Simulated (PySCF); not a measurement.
# C₉H₇N: a look at the electrons

Aim: take C₉H₇N and see where an electron leaves and enters, localise its valence orbitals and compute its lowest excited states.

Method: levels as typed in each script, gas phase, geometry from GFN2-xTB; program: PySCF 2.14.0.

## (1) Where the work starts

SMILES `c1ccc2ncccc2c1`, 17 atoms, charge 0, spin multiplicity 1.

Bond lengths: C1–C2 1.405 Å, C1–C10 1.367 Å, C1–H11 1.080 Å, C2–C3 1.367 Å, C2–H12 1.080 Å, C3–C4 1.411 Å, C3–H13 1.079 Å, C4–N5 1.349 Å, C4–C9 1.423 Å, N5–C6 1.302 Å, C6–C7 1.407 Å, C6–H14 1.083 Å, C7–C8 1.368 Å, C7–H15 1.079 Å, C8–C9 1.411 Å, C8–H16 1.082 Å, C9–C10 1.409 Å, C10–H17 1.081 Å. Angles: C2–C1–C10 120.5°, C2–C1–H11 119.3°, C10–C1–H11 120.2°, C1–C2–C3 120.7°, C1–C2–H12 119.1°, C3–C2–H12 120.2°, C2–C3–C4 120.2°, C2–C3–H13 121.9°, C4–C3–H13 117.9°, C3–C4–N5 118.8°, C3–C4–C9 119.1°, N5–C4–C9 122.1°, C4–N5–C6 118.6°, N5–C6–C7 124.0°, N5–C6–H14 115.8°, C7–C6–H14 120.1°, C6–C7–C8 118.5°, C6–C7–H15 120.0° and more.

Geometry (Å):

```xyz
17
C9H7N
C     2.39279    0.69613    0.00000
C     2.38125   -0.70855    0.00000
C     1.19989   -1.39580    0.00000
C    -0.02684   -0.69961    0.00000
N    -1.17473   -1.40749    0.00000
C    -2.30539   -0.76144    0.00000
C    -2.41101    0.64209    0.00000
C    -1.26170    1.38372    0.00000
C    -0.01558    0.72287    0.00000
C     1.22054    1.39906    0.00000
H     3.33922    1.21703    0.00000
H     3.32049   -1.24216    0.00000
H     1.16853   -2.47404    0.00000
H    -3.19867   -1.37417    0.00000
H    -3.38390    1.10947    0.00000
H    -1.28858    2.46525    0.00000
H     1.22227    2.48024    0.00000
```

## (2) Removing and adding an electron (HF/def2-svp)

The input, input.py:

```python
import numpy as np
from pyscf import gto, scf, dft
from pyscf.scf import atom_ks, atom_hf
from scipy.linalg import block_diag

def solve(mol, dm0=None, hcore=None):
    mf = scf.UHF(mol) if mol.spin else scf.RHF(mol)
    mf = mf.density_fit(auxbasis='def2-universal-jkfit')
    mf.conv_tol, mf.max_cycle = 1e-8, 80
    if hcore is not None:
        mf.get_hcore = lambda *args: hcore
    mf.kernel(dm0)
    if not mf.converged:
        mf = mf.newton().run(mf.mo_coeff, mf.mo_occ, max_cycle=30)
    assert mf.converged, 'SCF not converged'
    return mf

mol = gto.M(atom='''
C      2.39279     0.69613     0.00000
C      2.38125    -0.70855     0.00000
C      1.19989    -1.39580     0.00000
C     -0.02684    -0.69961     0.00000
N     -1.17473    -1.40749     0.00000
C     -2.30539    -0.76144     0.00000
C     -2.41101     0.64209     0.00000
C     -1.26170     1.38372     0.00000
C     -0.01558     0.72287     0.00000
C      1.22054     1.39906     0.00000
H      3.33922     1.21703     0.00000
H      3.32049    -1.24216     0.00000
H      1.16853    -2.47404     0.00000
H     -3.19867    -1.37417     0.00000
H     -3.38390     1.10947     0.00000
H     -1.28858     2.46525     0.00000
H      1.22227     2.48024     0.00000
''', basis='def2-svp', charge=0, spin=0, verbose=4)
mf = solve(mol)
out = dict(e0=mf.e_tot, dm0=mf.make_rdm1(), c=mf.mo_coeff, occ=mf.mo_occ, eps=mf.mo_energy)
for name, dq, spin in [('cation', 1, 1), ('anion', -1, 1)]:
    ion = mol.copy().set(charge=mol.charge + dq, spin=spin).build()
    mi = solve(ion)
    if spin and dq > 0 and mol.nao < 130:
        c, _, stable, _ = mi.stability(return_status=True)
        if not stable:
            mi = solve(ion, mi.make_rdm1(c, mi.mo_occ))
    print(name, 'vertical energy change / eV', (mi.e_tot - mf.e_tot) * 27.211386)
    out.update({'e_' + name: mi.e_tot, 'dm_' + name: mi.make_rdm1(), 's2_' + name: mi.spin_square()[0], 'eps_' + name: mi.mo_energy, 'occ_' + name: mi.mo_occ})
# spherically averaged free atoms, for the promolecule
atm = scf.atom_hf.get_atm_nrhf(mol)
pro = block_diag(*[(atm[a[0]][2] * atm[a[0]][3]) @ atm[a[0]][2].T for a in mol._atom])
np.savez('result.npz', pro=pro, **out)
```

Command:

```console
> OMP_NUM_THREADS=1 python input.py
```

## (3) Localised orbitals (TPSSh/def2-svp)

The input, input.py:

```python
import numpy as np
from pyscf import gto, scf, dft, lo
from pyscf.data.elements import chemcore

def solve(mol, dm0=None, hcore=None):
    mf = (dft.UKS if mol.spin else dft.RKS)(mol, xc='tpssh')
    mf.grids.level = 3
    mf = mf.density_fit(auxbasis='def2-universal-jkfit')
    mf.conv_tol, mf.max_cycle = 1e-8, 80
    if hcore is not None:
        mf.get_hcore = lambda *args: hcore
    mf.kernel(dm0)
    if not mf.converged:
        mf = mf.newton().run(mf.mo_coeff, mf.mo_occ, max_cycle=30)
    assert mf.converged, 'SCF not converged'
    return mf

mol = gto.M(atom='''
C      2.39279     0.69613     0.00000
C      2.38125    -0.70855     0.00000
C      1.19989    -1.39580     0.00000
C     -0.02684    -0.69961     0.00000
N     -1.17473    -1.40749     0.00000
C     -2.30539    -0.76144     0.00000
C     -2.41101     0.64209     0.00000
C     -1.26170     1.38372     0.00000
C     -0.01558     0.72287     0.00000
C      1.22054     1.39906     0.00000
H      3.33922     1.21703     0.00000
H      3.32049    -1.24216     0.00000
H      1.16853    -2.47404     0.00000
H     -3.19867    -1.37417     0.00000
H     -3.38390     1.10947     0.00000
H     -1.28858     2.46525     0.00000
H      1.22227     2.48024     0.00000
''', basis='def2-svp', charge=0, spin=0, verbose=4)
mf = solve(mol)
occ_all = mf.mo_coeff[:, mf.mo_occ > 0]
occ = occ_all[:, chemcore(mol):]
pm = lo.PM(mol, occ, pop_method='meta_lowdin')
loc = pm.kernel()
for _ in range(5):
    new, stable = pm.stability_jacobi(return_status=True)
    if stable:
        break
    loc = pm.kernel(new)
fock, s = mf.get_fock(), mf.get_ovlp()
ortho = lo.orth_ao(mol, 'meta_lowdin')
labels = mol.ao_labels(fmt=None)
vir = loc[:, :0]
both = np.hstack([loc, vir])
p = (ortho.T @ s @ both) ** 2
pop = np.array([p[[l[0] == a for l in labels]].sum(0) for a in range(mol.natm)])
spd = np.array([[p[[l[0] == a and l[2][-1] == k for l in labels]].sum(0) for k in 'spd'] for a in range(mol.natm)])
eps = np.einsum('pi,pq,qi->i', both, fock, both)
for i in np.argsort(eps):
    top = np.argsort(-pop[:, i])[:3]
    print('%3d %s %9.4f Eh ' % (i + 1, 'occ' if i < loc.shape[1] else 'vir', eps[i]), '  '.join('%s%d %.3f' % (mol.atom_symbol(a), a + 1, pop[a, i]) for a in top))
np.savez('result.npz', c=both, nocc=loc.shape[1], pop=pop, spd=spd, eps=eps, e=mf.e_tot)
```

## (5) Excited states (wB97X/6-31g*)

The input, input.py:

```python
import numpy as np
from pyscf import gto, scf, dft, tdscf
from pyscf.scf import atom_ks, atom_hf
from scipy.linalg import block_diag

def solve(mol, dm0=None, hcore=None):
    mf = (dft.UKS if mol.spin else dft.RKS)(mol, xc='wb97x')
    mf.grids.level = 3
    mf = mf.density_fit(auxbasis='def2-universal-jkfit')
    mf.conv_tol, mf.max_cycle = 1e-8, 80
    if hcore is not None:
        mf.get_hcore = lambda *args: hcore
    mf.kernel(dm0)
    if not mf.converged:
        mf = mf.newton().run(mf.mo_coeff, mf.mo_occ, max_cycle=30)
    assert mf.converged, 'SCF not converged'
    return mf

mol = gto.M(atom='''
C      2.39279     0.69613     0.00000
C      2.38125    -0.70855     0.00000
C      1.19989    -1.39580     0.00000
C     -0.02684    -0.69961     0.00000
N     -1.17473    -1.40749     0.00000
C     -2.30539    -0.76144     0.00000
C     -2.41101     0.64209     0.00000
C     -1.26170     1.38372     0.00000
C     -0.01558     0.72287     0.00000
C      1.22054     1.39906     0.00000
H      3.33922     1.21703     0.00000
H      3.32049    -1.24216     0.00000
H      1.16853    -2.47404     0.00000
H     -3.19867    -1.37417     0.00000
H     -3.38390     1.10947     0.00000
H     -1.28858     2.46525     0.00000
H      1.22227     2.48024     0.00000
''', basis='6-31g*', charge=0, spin=0, verbose=4)
mf = solve(mol)
td = mf.TDA()
td.nstates, td.singlet, td.conv_tol = 4, True, 1e-5
td.kernel()
td.analyze()
x, y = np.array([p[0] for p in td.xy]), np.array([p[1] + 0 * p[0] for p in td.xy])
f, mu = td.oscillator_strength(), td.transition_dipole()
nto = [td.get_nto(state=i + 1, verbose=4) for i in range(len(td.e))]
# spherically averaged free atoms, for the promolecule
atm = atom_ks.get_atm_nrks(mol, xc='wb97x')
pro = block_diag(*[(atm[a[0]][2] * atm[a[0]][3]) @ atm[a[0]][2].T for a in mol._atom])
np.savez('result.npz', e=td.e, f=f, ok=td.converged, w=[n[0] for n in nto], nto=[n[1] for n in nto], x=x, y=y, c=mf.mo_coeff, occ=mf.mo_occ, eps=mf.mo_energy, pro=pro, mu=mu)
```

(Steps that only read results are left out.)

What does the calculation give? Wanted: lowest singlet excitation.

As calculated:

| quantity | value |
| --- | --- |
| localised occupied orbitals above −45 eV (TPSSh/def2-svp) | 24 |
| lowest singlet excitation (wB97X/6-31g*) | 4.82 eV |

All values hold at the given geometry, in the gas phase.
